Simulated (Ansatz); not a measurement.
# RbRu: the cost of one run

Program: Ansatz 0.2.0. Level of theory: DFT PBE, scalar-relativistic, plane waves, PAW. These are calculated values, not measurements.

### 1 Starting point

It takes space group P-6m2 (No. 187, hexagonal). The conventional cell has a = 4.440 Å, b = 4.440 Å, c = 5.992 Å, α = 90.00°, β = 90.00°, γ = 120.00°. Rb (site symmetry -6m2) has 6 Ru at 3.94 Å and 6 Rb at 4.44 Å as nearest neighbours. Around Ru (site symmetry -6m2) lie 6 Rb at 3.94 Å and 6 Ru at 4.44 Å.

Structure file:

```xyz
2
Lattice="4.4397 0.0000 0.0000 -2.2199 3.8449 0.0000 0.0000 0.0000 5.9916" Properties=species:S:1:pos:R:3 pbc="T T T"
Rb    0.0000    0.0000    0.0000
Ru    0.0000    2.5633    2.9958
```

A structure generator made this guess: close-packed layers stacked AB|A (P-6m2, No. 187). Lengths come from tabulated atomic sizes and are only a guess.

### 2 A first look at the guess

Contents of input.yaml:

```yaml
crystal:
  lattice:
    - [4.43972361, 0.0, 0.0]
    - [-2.21986181, 3.84491343, 0.0]
    - [0.0, 0.0, 5.99164145]
  atoms:
    - { symbol: Rb, position: [0.0, 0.0, 0.0] }
    - { symbol: Ru, position: [0.33333333, 0.66666667, 0.5] }
basis:
  ecutwfc: 420
kpoints:
  mp_grid: { grid: [6, 6, 4] }
hamiltonian:
  xc: pbe
scf:
  occupations: { method: gaussian, width: 0.1 }
  lower_state_search: "off"
output:
  forces: true
  stress: true
  eigenvalues: true
```

Command:

```console
> ansatz run input.yaml --threads 1 --pin off --max-ram 2048MiB --backend cpu --events-out ev --progress --plain --runs-dir out
```

**Question.** How long does this run take on 1 thread of Arm Neoverse V2, shared host, and how much memory does it need?

About 3.4 s, with a peak of 0.34 GiB.
